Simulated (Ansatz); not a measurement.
**H₂ with SiH₄: structure and interaction energy**

Aim: relax the pair, then compute its interaction energy with counterpoise at many levels, up to CCSD(T).

Program: Ansatz 0.2.0, Gaussian basis. Level of theory: PBE0-D4 structure, single points in def2-TZVPPD. These are calculated values, not measurements.

Levels: PBE-D4, revPBE-D4, BLYP-D4, r2SCAN-D4, B97M-V, PBE0-D4, B3LYP-D4, HSE06-D4, wB97X-V, wB97M-V, B2PLYP, Hartree-Fock, MP2, CCSD, CCSD(T). The reference is CCSD(T) extrapolated to the basis limit.

Cores are frozen in the correlated methods. B3LYP uses VWN-RPA correlation. B2PLYP carries no dispersion term here.

27 further runs of the same task are left out: 27 set aside as unsound or not needed.

## Step 1: Starting geometry

The pair, from a GFN2-xTB docking trial: 7 atoms, charge 0, spin multiplicity 1.

Atoms are counted from 1 here; the program's logs count them from 0.

Bond lengths: H1–H2 0.779 Å, Si3–H4 1.460 Å, Si3–H5 1.461 Å, Si3–H6 1.461 Å, Si3–H7 1.461 Å. Angles: H4–Si3–H5 109.4°, H4–Si3–H6 109.7°, H4–Si3–H7 109.5°, H5–Si3–H6 109.5°, H5–Si3–H7 109.5°, H6–Si3–H7 109.3°.

As a file:

```tsv
atom	x (Å)	y (Å)	z (Å)
H1	0.2942	0.0825	-2.3297
H2	-0.0446	-0.1250	-2.9993
Si3	-0.0508	0.0074	1.0660
H4	-1.0670	-0.8875	0.5188
H5	1.2575	-0.6382	0.9893
H6	-0.3618	0.3126	2.4600
H7	-0.0274	1.2483	0.2948
```

Atoms 1 to 2 are fragment A (H₂), the rest fragment B (SiH₄).

## Step 2: A first relaxation in a small basis

The input, pre/in.yaml:

```yaml
crystal:
  periodic: [false, false, false]
  atoms:
    - {symbol: H, position_ang: [0.294200, 0.082500, -2.329700]}
    - {symbol: H, position_ang: [-0.044600, -0.125000, -2.999300]}
    - {symbol: Si, position_ang: [-0.050800, 0.007400, 1.066000]}
    - {symbol: H, position_ang: [-1.067000, -0.887500, 0.518800]}
    - {symbol: H, position_ang: [1.257500, -0.638200, 0.989300]}
    - {symbol: H, position_ang: [-0.361800, 0.312600, 2.460000]}
    - {symbol: H, position_ang: [-0.027400, 1.248300, 0.294800]}
basis:
  gaussian: {orbitals: def2-SVP}
hamiltonian: {xc: pbe, dispersion: d4}
relax: {f_tol: 0.03, max_steps: 250}
```

The command line of these runs was not kept.

The runs that follow: Relaxation at PBE0-D4; CCSD(T)/def2-TZVPPD; Vibrations of the pair.

What does the calculation give? Wanted: interaction energy, CCSD(T)/CBS; of it Hartree-Fock; D4 term of PBE0-D4; shortest contact; lowest wavenumber.

As calculated:

| quantity | value |
| --- | --- |
| interaction energy, CCSD(T)/CBS | -1.46 kJ/mol |
| of it Hartree-Fock (basis limit) | +0.92 kJ/mol |
| D4 term of PBE0-D4 | -1.38 kJ/mol |
| shortest contact | H2–H4 3.17 Å |
| lowest wavenumber | 30i cm⁻¹ |

What this shows: The pair is bound by 1.46 kJ/mol at fixed fragment shapes. Hartree-Fock doesn't bind it at this geometry, so correlation, mostly dispersion, holds it together. B97M-V is the best functional here (-0.02 kJ/mol from CCSD(T)/CBS); B2PLYP is the worst (+1.58 kJ/mol). Mean unsigned error by rung: GGA 0.62, meta-GGA 0.35, hybrid 0.39, screened hybrid 0.60, range-separated hybrid 0.12, double hybrid 1.58 kJ/mol. PBE-D4 gives an interaction energy 0.89 kJ/mol too low, an error of 61 % of the reference. CCSD(T) moves by -0.35 kJ/mol from triple zeta to the limit; gaps between functionals far smaller than that don't rank them. An imaginary mode remains, so this is not a true minimum. A lower arrangement may exist.
